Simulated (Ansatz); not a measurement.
# C2H5BF2: the cost of one run

Method: RKS PBE-D4/STO-3G, in Ansatz 0.2.0.

### Step 1. The starting structure

Bond lengths: C1–C2 1.524 Å, C2–F3 1.353 Å, C2–B4 1.604 Å, B4–F5 1.474 Å, C1–H6 1.149 Å, C1–H7 1.060 Å, C1–H8 1.114 Å, C2–H9 1.110 Å, B4–H10 1.162 Å. Angles (14 of 15 angles, heavy atoms first): C1–C2–F3 108.2°, C1–C2–B4 111.9°, F3–C2–B4 106.7°, C2–B4–F5 118.8°, C1–C2–H9 111.0°, F3–C2–H9 106.7°, B4–C2–H9 112.1°, C2–C1–H6 107.2°, C2–C1–H7 113.4°, C2–C1–H8 106.8°, C2–B4–H10 119.6°, F5–B4–H10 120.8°, H6–C1–H7 111.3°, H6–C1–H8 104.4°.

Coordinates:

```xyz
10

C    -0.6046   -0.1996    1.0062
C     0.2378    0.5427   -0.0241
F     1.4020    0.9047    0.5633
B     0.6218   -0.3941   -1.2681
F     0.1517   -0.0177   -2.6138
H    -0.8550    0.5469    1.8430
H    -0.1307   -1.0661    1.3924
H    -1.5858   -0.4169    0.5250
H    -0.2623    1.4807   -0.3452
H     1.1081   -1.4318   -1.0760
```

### Step 2. Relaxing the start

File input.yaml:

```yaml
crystal:
  periodic: [false, false, false]
  atoms:
    - { symbol: C, position_ang: [-0.6046, -0.1996, 1.0062] }
    - { symbol: C, position_ang: [0.2378, 0.5427, -0.0241] }
    - { symbol: F, position_ang: [1.402, 0.9047, 0.5633] }
    - { symbol: B, position_ang: [0.6218, -0.3941, -1.2681] }
    - { symbol: F, position_ang: [0.1517, -0.0177, -2.6138] }
    - { symbol: H, position_ang: [-0.855, 0.5469, 1.843] }
    - { symbol: H, position_ang: [-0.1307, -1.0661, 1.3924] }
    - { symbol: H, position_ang: [-1.5858, -0.4169, 0.525] }
    - { symbol: H, position_ang: [-0.2623, 1.4807, -0.3452] }
    - { symbol: H, position_ang: [1.1081, -1.4318, -1.076] }
basis:
  gaussian: { orbitals: STO-3G }
hamiltonian:
  xc: pbe
  dispersion: d4
relax:
  f_tol: 0.02
  max_steps: 40
scf:
  lower_state_search: "off"
```

Run with:

```sh
$ ansatz run input.yaml --threads 1 --pin off --max-ram 2048MiB --backend cpu --events-out ev --progress --plain --runs-dir out
```

Q: Estimate wall time and peak memory on 1 thread of Arm Neoverse V2, shared host.

About 24 s, with a peak of 0.11 GiB.
